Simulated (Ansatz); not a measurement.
# C₂H₃F₃O₂Si: a ladder of functionals and wavefunction methods

An exercise on one series of results from a longer session: the logs are not shown, and one member is left open.

Method: functionals in def2-TZVPP, the program's frozen cores in correlated methods; program: Ansatz 0.2.0, Gaussian basis.

The runs, in order: LDA (SPW92), PBE-D4, revPBE-D4, BLYP-D4, r2SCAN-D4, B97M-V, PBE0-D4, B3LYP-D4, r2SCANh-D4, r2SCAN0-D4, HSE06-D4, BHLYP-D4, CAM-B3LYP-D4, LC-ωPBE, ωB97X-V, ωB97M-V, B2PLYP, PBE-QIDH; CCSD(T)/def2-SVP; MP2/def2-TZVPP; MP2/def2-QZVPP; RPA on PBE.

## The geometry

An earlier PBE0-D4 in a triple-zeta def2 set relaxation fixed the geometry.

SMILES `CC(=O)O[Si](F)(F)F`, 11 atoms, charge 0, spin multiplicity 1.

Atoms are counted from 1 here; the program's logs count them from 0.

Bond lengths: C1–C2 1.489 Å, C1–H9 1.092 Å, C1–H10 1.087 Å, C1–H11 1.092 Å, C2–O3 1.196 Å, C2–O4 1.364 Å, O4–Si5 1.638 Å, Si5–F6 1.564 Å, Si5–F7 1.564 Å, Si5–F8 1.566 Å. Angles: C2–C1–H9 109.5°, C2–C1–H10 109.8°, C2–C1–H11 109.5°, H9–C1–H10 110.4°, H9–C1–H11 107.2°, H10–C1–H11 110.4°, C1–C2–O3 126.9°, C1–C2–O4 112.0°, O3–C2–O4 121.2°, C2–O4–Si5 120.1°, O4–Si5–F6 112.3°, O4–Si5–F7 112.3°, O4–Si5–F8 105.2°, F6–Si5–F7 110.1°, F6–Si5–F8 108.3°, F7–Si5–F8 108.3°.

The first run:

File in.yaml:

```yaml
crystal:
  periodic: [false, false, false]
  atoms:
    - {symbol: C, position_ang: [1.088818, -1.475498, 0.752234]}
    - {symbol: C, position_ang: [0.697342, -0.183748, 0.122595]}
    - {symbol: O, position_ang: [1.430846, 0.684408, -0.248868]}
    - {symbol: O, position_ang: [-0.655775, -0.066295, -0.003386]}
    - {symbol: Si, position_ang: [-1.303621, 1.281226, -0.673436]}
    - {symbol: F, position_ang: [-0.983665, 2.568864, 0.154117]}
    - {symbol: F, position_ang: [-0.863860, 1.474930, -2.161489]}
    - {symbol: F, position_ang: [-2.852697, 1.051240, -0.644922]}
    - {symbol: H, position_ang: [0.623946, -1.557621, 1.736664]}
    - {symbol: H, position_ang: [2.170545, -1.530495, 0.838738]}
    - {symbol: H, position_ang: [0.713522, -2.304010, 0.148253]}
basis:
  gaussian: {orbitals: def2-TZVPP}
hamiltonian: {xc: lda}
output: {orbitals: {seedname: orbitals}}
```

Launch:

```
$ ansatz run in.yaml --threads 4 --pin off --events-out ev --progress --plain --max-ram 11315MiB
```

Among the steps run: LDA; PBE-D4 (GGA); revPBE-D4 (GGA); BLYP-D4 (GGA); r2SCAN-D4 (meta-GGA); B97M-V (meta-GGA); B3LYP-D4 (hybrid); r2SCANh-D4 (hybrid); r2SCAN0-D4 (hybrid); HSE06-D4 (hybrid); BHLYP-D4 (hybrid); CAM-B3LYP-D4 (range-separated); LC-ωPBE (range-separated); ωB97X-V (range-separated); ωB97M-V (range-separated); B2PLYP (double hybrid); PBE-QIDH (double hybrid).

One table of the session follows, with a row left open; its other results are not shown here.

It belongs to the step «Frontier levels by functional». 

```
  functional  HOMO (eV)  gap (eV)
 LDA (SPW92)      -7.36      5.30
      PBE-D4      -7.12      5.37
   revPBE-D4      -7.03      5.39
     BLYP-D4      -7.04      5.39
   r2SCAN-D4      -7.49      6.00
      B97M-V          ?         ?
     PBE0-D4      -8.85      8.24
    B3LYP-D4      -8.59      7.68
  r2SCANh-D4      -8.14      7.06
  r2SCAN0-D4      -9.12      8.67
    HSE06-D4      -8.44      7.44
    BHLYP-D4     -10.55     11.17
CAM-B3LYP-D4     -10.37     10.95
     LC-ωPBE     -11.69     13.54
     ωB97X-V     -11.35     13.14
     ωB97M-V     -11.30     13.00
```

**Question.** Estimate the row for B97M-V.

As computed: HOMO (eV): -7.61; gap (eV): 6.27. In the column «HOMO (eV)» it lies between r2SCANh-D4 (-8.14) and r2SCAN-D4 (-7.49).
